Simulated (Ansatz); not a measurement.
# CH₅NSSi: one species, many methods

One table from this session's results is given with a row withheld; the runs are named, their logs left out.

Method: functionals in def2-TZVPP, the program's frozen cores in correlated methods; program: Ansatz 0.2.0, Gaussian basis.

Plan: LDA (SPW92), PBE-D4, revPBE-D4, BLYP-D4, r2SCAN-D4, B97M-V, PBE0-D4, B3LYP-D4, r2SCANh-D4, r2SCAN0-D4, HSE06-D4, BHLYP-D4, CAM-B3LYP-D4, LC-ωPBE, ωB97X-V, ωB97M-V, B2PLYP, PBE-QIDH; CCSD(T)/def2-SVP; CCSD(T)/def2-TZVPP; MP2/def2-QZVPP; extrapolation to the limit; RPA on PBE.

### The relaxed structure

All runs share one geometry, relaxed beforehand with PBE0-D4 in a triple-zeta def2 set.

SMILES `N[SiH]1CS1`, 9 atoms, charge 0, spin multiplicity 1.

Atoms are counted from 1 here; the program's logs count them from 0.

Bond lengths: N1–Si2 1.699 Å, N1–H5 1.007 Å, N1–H6 1.007 Å, Si2–C3 1.828 Å, Si2–S4 2.089 Å, Si2–H7 1.476 Å, C3–S4 1.883 Å, C3–H8 1.087 Å, C3–H9 1.086 Å. Angles: Si2–N1–H5 119.8°, Si2–N1–H6 121.6°, H5–N1–H6 112.0°, N1–Si2–C3 121.7°, N1–Si2–S4 123.8°, N1–Si2–H7 107.9°, C3–Si2–S4 57.0°, C3–Si2–H7 120.3°, S4–Si2–H7 118.7°, Si2–C3–S4 68.5°, Si2–C3–H8 120.1°, Si2–C3–H9 121.4°, S4–C3–H8 112.5°, S4–C3–H9 112.7°, H8–C3–H9 112.8°, Si2–S4–C3 54.5°.

The first run:

File in.yaml:

```yaml
crystal:
  periodic: [false, false, false]
  atoms:
    - {symbol: N, position_ang: [-0.522809, 1.290251, -0.896082]}
    - {symbol: Si, position_ang: [0.326902, -0.116734, -0.466826]}
    - {symbol: C, position_ang: [0.303146, -0.768995, 1.241194]}
    - {symbol: S, position_ang: [-0.593786, -1.919359, 0.049887]}
    - {symbol: H, position_ang: [-0.358629, 1.720931, -1.790904]}
    - {symbol: H, position_ang: [-1.453888, 1.468190, -0.556568]}
    - {symbol: H, position_ang: [1.569204, -0.158842, -1.263427]}
    - {symbol: H, position_ang: [-0.364089, -0.334798, 1.980881]}
    - {symbol: H, position_ang: [1.182451, -1.227044, 1.684746]}
basis:
  gaussian: {orbitals: def2-TZVPP}
hamiltonian: {xc: lda}
output: {orbitals: {seedname: orbitals}}
```

Run with:

```
> ansatz run in.yaml --threads 2 --pin off --events-out ev --progress --plain --max-ram 4352MiB
```

Steps of the session up to this table: LDA; PBE-D4 (GGA); revPBE-D4 (GGA); BLYP-D4 (GGA); r2SCAN-D4 (meta-GGA); B97M-V (meta-GGA); PBE0-D4 (hybrid); B3LYP-D4 (hybrid); r2SCANh-D4 (hybrid); r2SCAN0-D4 (hybrid); HSE06-D4 (hybrid); BHLYP-D4 (hybrid); CAM-B3LYP-D4 (range-separated); LC-ωPBE (range-separated); ωB97X-V (range-separated); ωB97M-V (range-separated); B2PLYP (double hybrid); PBE-QIDH (double hybrid).

One of the session's tables, all rows but one given; the rest of the session is left out.

It belongs to the step «Orbital energies across the functionals». 

| functional | HOMO (eV) | LUMO (eV) | gap (eV) |
| --- | --- | --- | --- |
| LDA (SPW92) | -5.62 | -0.67 | 4.95 |
| PBE-D4 | -5.51 | -0.50 | 5.00 |
| revPBE-D4 | -5.46 | -0.43 | 5.03 |
| BLYP-D4 | -5.33 | -0.42 | 4.92 |
| r2SCAN-D4 | -5.75 | -0.18 | 5.57 |
| B97M-V | -5.84 | -0.26 | 5.59 |
| PBE0-D4 | -6.71 | 0.45 | 7.16 |
| B3LYP-D4 | -6.46 | 0.17 | 6.63 |
| r2SCANh-D4 | -6.20 | 0.17 | 6.37 |
| r2SCAN0-D4 | ? | ? | ? |
| HSE06-D4 | -6.31 | 0.07 | 6.39 |
| BHLYP-D4 | -7.77 | 1.23 | 9.00 |
| CAM-B3LYP-D4 | -8.01 | 1.38 | 9.39 |
| LC-ωPBE | -9.42 | 2.63 | 12.05 |
| ωB97X-V | -9.05 | 2.46 | 11.51 |
| ωB97M-V | -8.89 | 2.04 | 10.93 |

Estimate the missing values for r2SCAN0-D4.

Worked estimate for «HOMO (eV)». Against the share of exact exchange, r2SCAN-D4 (0, -5.75), r2SCANh-D4 (0.1, -6.20) give a slope of -4.50 per unit share; at 0.25 the line stands at -6.87.

The run gave: HOMO (eV): -6.88; LUMO (eV): 0.68; gap (eV): 7.56. In «HOMO (eV)» the line misses by +0.01.
